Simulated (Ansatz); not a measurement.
# C₃H₇NSi: one species, many methods

One table from this session's results is given with a row withheld; the runs are named, their logs left out.

Computed with Ansatz 0.2.0, Gaussian basis. Level: functionals in def2-TZVPP, the program's frozen cores in correlated methods.

The runs, in order: LDA (SPW92), PBE-D4, revPBE-D4, BLYP-D4, r2SCAN-D4, B97M-V, PBE0-D4, B3LYP-D4, r2SCANh-D4, r2SCAN0-D4, HSE06-D4, BHLYP-D4, CAM-B3LYP-D4, LC-ωPBE, ωB97X-V, ωB97M-V, B2PLYP, PBE-QIDH; CCSD(T)/def2-SVP; CCSD(T)/def2-TZVPP; MP2/def2-QZVPP; extrapolation to the limit; RPA on PBE.

### The relaxed structure

An earlier PBE0-D4 in a triple-zeta def2 set relaxation fixed the geometry.

SMILES `C[SiH2]C1=NC1`, 12 atoms, charge 0, spin multiplicity 1.

Atoms are counted from 1 here; the program's logs count them from 0.

Bond lengths: C1–Si2 1.861 Å, C1–H6 1.092 Å, C1–H7 1.092 Å, C1–H8 1.092 Å, Si2–C3 1.863 Å, Si2–H9 1.486 Å, Si2–H10 1.486 Å, C3–N4 1.257 Å, C3–C5 1.461 Å, N4–C5 1.503 Å, C5–H11 1.086 Å, C5–H12 1.086 Å. Angles: Si2–C1–H6 110.5°, Si2–C1–H7 110.8°, Si2–C1–H8 110.5°, H6–C1–H7 108.4°, H6–C1–H8 108.1°, H7–C1–H8 108.4°, C1–Si2–C3 110.0°, C1–Si2–H9 112.4°, C1–Si2–H10 112.4°, C3–Si2–H9 106.6°, C3–Si2–H10 106.6°, H9–Si2–H10 108.5°, Si2–C3–N4 140.1°, Si2–C3–C5 153.3°, N4–C3–C5 66.6°, C3–N4–C5 63.2°, C3–C5–N4 50.2°, C3–C5–H11 120.2° and more.

The first run:

The input, in.yaml:

```yaml
crystal:
  periodic: [false, false, false]
  atoms:
    - {symbol: C, position_ang: [-1.550038, 1.005119, 0.950406]}
    - {symbol: Si, position_ang: [0.196717, 0.938388, 0.311920]}
    - {symbol: C, position_ang: [0.529250, -0.721966, -0.465578]}
    - {symbol: N, position_ang: [-0.052079, -1.812903, -0.694340]}
    - {symbol: C, position_ang: [1.374989, -1.696503, -1.151189]}
    - {symbol: H, position_ang: [-2.261346, 0.849730, 0.136672]}
    - {symbol: H, position_ang: [-1.758161, 1.973904, 1.409938]}
    - {symbol: H, position_ang: [-1.714349, 0.226565, 1.698153]}
    - {symbol: H, position_ang: [0.455149, 1.958402, -0.737794]}
    - {symbol: H, position_ang: [1.201695, 1.109733, 1.393498]}
    - {symbol: H, position_ang: [1.540874, -1.619619, -2.221935]}
    - {symbol: H, position_ang: [2.114299, -2.266249, -0.595553]}
basis:
  gaussian: {orbitals: def2-TZVPP}
hamiltonian: {xc: lda}
output: {orbitals: {seedname: orbitals}}
```

Command:

```bash
$ ansatz run in.yaml --threads 4 --pin off --events-out ev --progress --plain --max-ram 10444MiB
```

Steps of the session up to this table: LDA; PBE-D4 (GGA); revPBE-D4 (GGA); BLYP-D4 (GGA); r2SCAN-D4 (meta-GGA); B97M-V (meta-GGA); B3LYP-D4 (hybrid); r2SCANh-D4 (hybrid); r2SCAN0-D4 (hybrid); HSE06-D4 (hybrid); BHLYP-D4 (hybrid); CAM-B3LYP-D4 (range-separated); LC-ωPBE (range-separated); ωB97X-V (range-separated); ωB97M-V (range-separated); B2PLYP (double hybrid); PBE-QIDH (double hybrid).

One table of the session follows, with a row left open; its other results are not shown here.

It belongs to the step «Orbital energies across the functionals». 

```
  functional  HOMO (eV)  gap (eV)
 LDA (SPW92)      -6.33      4.10
      PBE-D4      -6.18      4.18
   revPBE-D4      -6.12      4.21
     BLYP-D4      -6.04      4.20
   r2SCAN-D4      -6.41      4.58
      B97M-V      -6.53      4.77
     PBE0-D4      -7.48      6.57
    B3LYP-D4      -7.25      6.11
  r2SCANh-D4      -6.90      5.48
  r2SCAN0-D4          ?         ?
    HSE06-D4      -7.08      5.78
    BHLYP-D4      -8.67      8.95
CAM-B3LYP-D4      -8.87      9.18
     LC-ωPBE     -10.24     11.75
     ωB97X-V      -9.86     11.28
     ωB97M-V      -9.76     11.07
```

**Question.** Estimate the row for r2SCAN0-D4.

Worked estimate for «HOMO (eV)». Against the share of exact exchange, r2SCAN-D4 (0, -6.41), r2SCANh-D4 (0.1, -6.90) give a slope of -4.90 per unit share; at 0.25 the line stands at -7.63.

The run gave: HOMO (eV): -7.64; gap (eV): 6.81. In «HOMO (eV)» the line misses by +0.01.
